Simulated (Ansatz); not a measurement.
**CH2BFN2: how energies converge with the basis set**

Aim: see how fast density functionals converge with the basis set for CH2BFN2.

The runs use Ansatz 0.2.0, Gaussian basis; one geometry, several basis sets.

The runs, in order: PBE0-D4/def2-SVP; ωB97M-V/def2-SVP; PBE0-D4/def2-QZVPP; ωB97M-V/def2-QZVPP; the functionals' def2-TZVPP values are taken from earlier runs.

## (1) The relaxed structure

All runs share one geometry, relaxed beforehand with PBE0-D4 in a triple-zeta def2 set.

7 atoms, charge 0, spin multiplicity 1.

Atoms are counted from 1 here; the program's logs count them from 0.

Bond lengths: N1–C2 1.253 Å, N1–H6 1.016 Å, C2–N3 1.415 Å, C2–B4 1.518 Å, N3–B4 1.377 Å, N3–H7 1.010 Å, B4–F5 1.306 Å. Angles: C2–N1–H6 110.4°, N1–C2–N3 132.7°, N1–C2–B4 171.5°, N3–C2–B4 55.9°, C2–N3–B4 65.9°, C2–N3–H7 135.9°, B4–N3–H7 158.2°, C2–B4–N3 58.3°, C2–B4–F5 159.2°, N3–B4–F5 142.5°.

## (2) PBE0-D4 in def2-SVP

Contents of in.yaml:

```yaml
crystal:
  periodic: [false, false, false]
  atoms:
    - {symbol: N, position_ang: [-0.818689, -0.082779, 1.491552]}
    - {symbol: C, position_ang: [-0.292286, 0.037947, 0.360580]}
    - {symbol: N, position_ang: [0.879481, -0.506765, -0.214890]}
    - {symbol: B, position_ang: [0.171646, 0.321020, -1.056728]}
    - {symbol: F, position_ang: [0.176767, 0.823278, -2.262361]}
    - {symbol: H, position_ang: [-1.671966, 0.466363, 1.546366]}
    - {symbol: H, position_ang: [1.616249, -1.127063, 0.089682]}
basis:
  gaussian: {orbitals: def2-SVP}
hamiltonian: {xc: pbe0, dispersion: d4}
output: {orbitals: {seedname: orbitals}}
```

The run is started by

```console
ansatz run in.yaml --threads 2 --pin off --events-out ev --progress --plain --max-ram 4352MiB
```

Output:

```text
Functional definition: PBE0
  name "PBE0"
  cite "Adamo & Barone, J. Chem. Phys. 110, 6158 (1999) doi:10.1063/1.478522"
  cite "Perdew, Burke & Ernzerhof, Phys. Rev. Lett. 77, 3865 (1996) doi:10.1103/PhysRevLett.77.3865"
  parent pbe
  parameter a = 0.25
  parameter kappa = 0.804
  parameter beta = 0.06672455060314922
  exchange = (1 - a)*pbe_x(kappa = kappa, mu = beta*pi^2/3) + a*exact_x
  correlation = pbe_c(beta = beta)
920 factors; their error is unknown
mean field evaluation 1: about -7423.6210 eV, gradient 5.3e1 eV
mean field evaluation 2: about -7419.5588 eV, gradient 6.8e1 eV
mean field evaluation 4: about -7429.3557 eV, gradient 3.4e0 eV
mean field evaluation 8: about -7429.3767 eV, gradient 2.9e-1 eV
mean field -7429.37691888 eV, -273.0245659564 hartree, gradient 4.5e-5 eV, S^2 0.000000; 0 other end points of the search recorded, 0 dependent functions left out
reference -7429.37694169 eV, -273.0245667945 hartree; 18, 18 occupied and 62, 62 virtual orbitals, 920 factors
Total energy: -7429.47133513 eV, -273.0280356893 hartree
```

Wall time 0.8 s (2 threads of Arm Neoverse V1, shared host).

## (3) ωB97M-V in def2-SVP

Changes to in.yaml since step 2:

```diff
@@ -12,3 +12,3 @@
   gaussian: {orbitals: def2-SVP}
-hamiltonian: {xc: pbe0, dispersion: d4}
+hamiltonian: {xc: {name: wB97M-V}}
 output: {orbitals: {seedname: orbitals}}
```

Launched as before.

Output, shortened:

```text
Functional definition: wB97M-V
  name "wB97M-V"
  cite "Mardirossian & Head-Gordon, J. Chem. Phys. 144, 214110 (2016) doi:10.1063/1.4952647"
  cite "Becke, J. Chem. Phys. 107, 8554 (1997) doi:10.1063/1.475007"
  cite "Vydrov & Van Voorhis, J. Chem. Phys. 133, 244103 (2010) doi:10.1063/1.3521275"
  # Of w^i u^j: cxij and so on, Table III.
[...]
  gx(w, u) = 1 - cx + cx01*u + cx10*w
  gss(w, u) = css00 + css04*u^4 + css10*w + css20*w^2 + css43*w^4*u^3
  gos(w, u) = cos00 + cos10*w + (cos20 + cos21*u)*w^2 + (cos60 + cos61*u)*w^6
[...]
      + integral(e_c_pw_mod_opposite_spin*gos(b97_w_opposite, b97_u_opposite)) + vv10(b, c)
920 factors; their error is unknown
198 factors; integrals over basis functions are off by at most 1.0e-5 eV
[...]
mean field -7435.18481940 eV, -273.2380023637 hartree, gradient 6.3e-5 eV, S^2 0.000000; 0 other end points of the search recorded, 0 dependent functions left out
reference -7435.18485359 eV, -273.2380036201 hartree; 18, 18 occupied and 62, 62 virtual orbitals, 920 factors
Total energy: -7435.18485359 eV, -273.2380036201 hartree
```

Run time: 3.7 s. Hardware: 2 threads of Arm Neoverse V1, shared host.

## (4) PBE0-D4 in def2-QZVPP

Changes to in.yaml since step 3:

```diff
@@ -11,4 +11,4 @@
 basis:
-  gaussian: {orbitals: def2-SVP}
-hamiltonian: {xc: {name: wB97M-V}}
+  gaussian: {orbitals: "def2-QZVPP.json"}
+hamiltonian: {xc: pbe0, dispersion: d4}
 output: {orbitals: {seedname: orbitals}}
```

Same command.

Output:

```text
Functional definition: PBE0
  name "PBE0"
  cite "Adamo & Barone, J. Chem. Phys. 110, 6158 (1999) doi:10.1063/1.478522"
  cite "Perdew, Burke & Ernzerhof, Phys. Rev. Lett. 77, 3865 (1996) doi:10.1103/PhysRevLett.77.3865"
  parent pbe
  parameter a = 0.25
  parameter kappa = 0.804
  parameter beta = 0.06672455060314922
  exchange = (1 - a)*pbe_x(kappa = kappa, mu = beta*pi^2/3) + a*exact_x
  correlation = pbe_c(beta = beta)
1021 factors; their error is unknown
mean field evaluation 1: about -7430.1870 eV, gradient 6.6e1 eV
mean field evaluation 2: about -7423.1761 eV, gradient 8.6e1 eV
mean field evaluation 4: about -7438.3187 eV, gradient 5.2e0 eV
mean field evaluation 8: about -7438.3681 eV, gradient 1.8e-1 eV
mean field evaluation 16: about -7438.3735 eV, gradient 1.1e-4 eV
mean field -7438.37349462 eV, -273.3551840166 hartree, gradient 1.6e-5 eV, S^2 0.000000; 0 other end points of the search recorded, 0 dependent functions left out
reference -7438.37352549 eV, -273.3551851510 hartree; 18, 18 occupied and 327, 327 virtual orbitals, 1021 factors
Total energy: -7438.46791892 eV, -273.3586540458 hartree
```

Run time: 6.5 s. Hardware: 2 threads of Arm Neoverse V1, shared host; peak memory 0.91 GiB.

## (5) ωB97M-V in def2-QZVPP

Changes to in.yaml since step 4:

```diff
@@ -12,3 +12,3 @@
   gaussian: {orbitals: "def2-QZVPP.json"}
-hamiltonian: {xc: pbe0, dispersion: d4}
+hamiltonian: {xc: {name: wB97M-V}}
 output: {orbitals: {seedname: orbitals}}
```

Same command.

Output, shortened:

```text
Functional definition: wB97M-V
  name "wB97M-V"
  cite "Mardirossian & Head-Gordon, J. Chem. Phys. 144, 214110 (2016) doi:10.1063/1.4952647"
  cite "Becke, J. Chem. Phys. 107, 8554 (1997) doi:10.1063/1.475007"
  cite "Vydrov & Van Voorhis, J. Chem. Phys. 133, 244103 (2010) doi:10.1063/1.3521275"
  # Of w^i u^j: cxij and so on, Table III.
[...]
  gx(w, u) = 1 - cx + cx01*u + cx10*w
  gss(w, u) = css00 + css04*u^4 + css10*w + css20*w^2 + css43*w^4*u^3
  gos(w, u) = cos00 + cos10*w + (cos20 + cos21*u)*w^2 + (cos60 + cos61*u)*w^6
[...]
      + integral(e_c_pw_mod_opposite_spin*gos(b97_w_opposite, b97_u_opposite)) + vv10(b, c)
1021 factors; their error is unknown
258 factors; integrals over basis functions are off by at most 9.9e-6 eV
[...]
mean field -7444.36697649 eV, -273.5754404128 hartree, gradient 9.0e-5 eV, S^2 0.000000; 0 other end points of the search recorded, 0 dependent functions left out
reference -7444.36702643 eV, -273.5754422480 hartree; 18, 18 occupied and 327, 327 virtual orbitals, 1021 factors
Total energy: -7444.36702643 eV, -273.5754422480 hartree
```

It took 15 s on 2 threads of Arm Neoverse V1, shared host; peak memory 1.1 GiB.

## (6) Functionals by basis

The def2-TZVPP values come from earlier runs at the same geometry.

```tsv
functional	basis	functions	energy (eV)	from the largest (eV)	HOMO (eV)	LUMO (eV)
PBE0-D4	def2-SVP	80	-7429.4713	8.997	-7.10	-0.03
PBE0-D4	def2-TZVPP	183	-7438.0602	0.408	-7.36	-0.37
PBE0-D4	def2-QZVPP	345	-7438.4679	0.000	-7.41	-0.46
ωB97M-V	def2-SVP	80	-7435.1849	9.182	-9.38	2.26
ωB97M-V	def2-TZVPP	183	-7443.9926	0.374	-9.66	1.77
ωB97M-V	def2-QZVPP	345	-7444.3670	0.000	-9.71	1.49
```

## (7) Outcome

| quantity | value |
| --- | --- |
| PBE0-D4: double and triple zeta above quadruple | 9.00, 0.41 eV |
| ωB97M-V: double and triple zeta above quadruple | 9.18, 0.37 eV |

What this shows: For PBE0-D4 the step from double to triple zeta gains 8.59 eV and the next only 0.41 eV. Total energies overstate the basis error of differences, where much of it tends to cancel. The LUMO of ωB97M-V is positive and keeps falling with the basis (2.26 to 1.49 eV): an unbound level that the basis holds in place.

For PBE0-D4 the largest set took about 8 times as long as the smallest (6.5 s against 0.8 s).
